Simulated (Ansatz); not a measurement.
Here is an Ansatz 0.2.0 calculation.

Contents of input.yaml:

```yaml
crystal:
  lattice:
    - [2.4227077728, 1.3987509848, 3.3172919545]
    - [-2.4227077728, 1.3987509848, 3.3172919545]
    - [0.0, -2.7975019696, 3.3172919545]
  atoms:
    - { symbol: Bi, position: [0.5, 0.5, 0.5] }
    - { symbol: Te, position: [0.0, 0.0, 0.0] }
kpoints:
  mp_grid: { grid: [7, 7, 7] }
  band_path:
    path:
      - [0.0, 0.0, 0.0]
      - [0.5, 0.0, 0.0]
      - [0.5, 0.2851949954, -0.2851949954]
    npoints: 8
scf:
  occupations: { method: fermi_dirac, width: 0.05 }
hamiltonian:
  xc: pbesol
  pseudopotentials: { kind: all_electron, datasets: crystal }
output:
  forces: true
  stress: true
  eigenvalues: true
  elf: true
  volumetric_format: npy
```

Potentials or basis: all-electron PAW datasets made for the crystal.

Launch:

```bash
$ ansatz run input.yaml --threads 1 --pin off --max-ram 3072MiB --backend cpu --events-out ev --progress --plain --runs-dir out
```

(1) Estimate the band gap along the path.

(2) Predict the pressure.

Results:

(1) none (metal or under the smearing width).

(2) -2.3 GPa.

Caveat: spin-orbit coupling is left out, which moves the levels of the heavy elements.
